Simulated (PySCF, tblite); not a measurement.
# C₂H₁₁BOSi₃: geometry, infrared bands and NMR shifts

Wanted: the infrared bands and NMR shifts of C₂H₁₁BOSi₃ (`B[SiH2]O/C([SiH3])=C\[SiH3]`), by calculation.

The runs use tblite 0.8.0 and PySCF 2.14.0, with density-fitted response routines of our own; the level of theory stands in each step. All values are computed, except where a source is named. Atoms count from 0, in the outputs and in this text.

## Step 1: The molecule as given

18 atoms, charge 0, multiplicity 1; geometry from: force field or distance geometry start.

Bonds of the start (Å): B0–Si1 1.93, Si1–O2 1.72, O2–C3 1.40, C3–Si4 1.85, C3–C5 1.33, C5–Si6 1.85, B0–H7 1.18, B0–H8 1.16, Si1–H9 1.51, Si1–H10 1.48, Si4–H11 1.49, Si4–H12 1.46, Si4–H13 1.47, C5–H14 1.07, Si6–H15 1.45, Si6–H16 1.47, Si6–H17 1.49.

## Step 2: Relaxing the molecule with GFN2-xTB

The job: settings as JSON, then the geometry in Å.

```
{"job": {"kind": "relax", "xc": "GFN2-xTB", "basis": "xTB"}, "charge": 0, "multiplicity": 1}
B     -2.894200    -0.956900    -0.455200
Si    -1.161400    -1.543600     0.148000
O     -0.222000    -0.325000     0.916700
C      0.403600     0.747800     0.277800
Si    -0.531300     2.301000    -0.100000
C      1.684900     0.693400    -0.060600
Si     2.720000    -0.804800     0.279800
H     -3.387400    -1.461100    -1.402200
H     -3.470000    -0.148700     0.151100
H     -1.461600    -2.629200     1.146700
H     -0.495800    -2.163300    -1.023900
H      0.182800     3.111600    -1.122500
H     -1.912300     2.048100    -0.509200
H     -0.603600     3.156300     1.091800
H      2.102700     1.561400    -0.535300
H      3.188500    -1.353200    -0.973500
H      3.901300    -0.436600     1.077600
H      1.946900    -1.790800     1.081200
```

On the command line:

```console
OMP_NUM_THREADS=1 python probes_run.py task.json out
```

This one command runs all jobs of the session in turn.

**Question.** This job is followed by: GFN2-xTB harmonic vibrations, gas phase; GIAO PBE0/pcSseg-1 NMR shielding, non-relativistic, gas phase. What will the session give for the following? strongest single infrared mode (GFN2-xTB); zero-point energy (GFN2-xTB); 13C shifts against TMS (PBE0/pcSseg-1); 1H shifts against TMS (PBE0/pcSseg-1, means over atoms taken as alike); 11B shifts against BF3·OEt2 (PBE0/pcSseg-1); 29Si shifts against TMS (PBE0/pcSseg-1); 17O shifts against H2O (PBE0/pcSseg-1).

**Answer**, as computed:

| quantity | value |
| --- | --- |
| strongest single infrared mode (GFN2-xTB) | 1896 cm⁻¹, 854 km/mol |
| zero-point energy (GFN2-xTB) | 69.3 kcal/mol |
| 13C shifts against TMS (PBE0/pcSseg-1) | 166.0, 118.8 ppm |
| 1H shifts against TMS (PBE0/pcSseg-1, means over atoms taken as alike) | 5.66, 5.52, 5.28, 4.19, 2.18 ppm |
| 11B shifts against BF3·OEt2 (PBE0/pcSseg-1) | 27.1 ppm |
| 29Si shifts against TMS (PBE0/pcSseg-1) | -11.9, -38.0, -90.2 ppm |
| 17O shifts against H2O (PBE0/pcSseg-1) | 161.6 ppm |

**Reading.** Over 164 steps the energy fell by 0.603 eV; of the close pairs, Si1–O2 changed most, 1.720 to 1.660 Å. All 48 modes are real, so the xTB geometry is a minimum. The strongest single mode, at 1896 cm⁻¹, moves mainly H12. Unscaled tight-binding wavenumbers are off by several per cent, some by more. Its intensities can rank the bands wrongly. C3 (alkene carbon bearing oxygen) lies farthest downfield among carbon, at 166.0 ppm; an sp2 carbon further deshielded by the attached heteroatom.
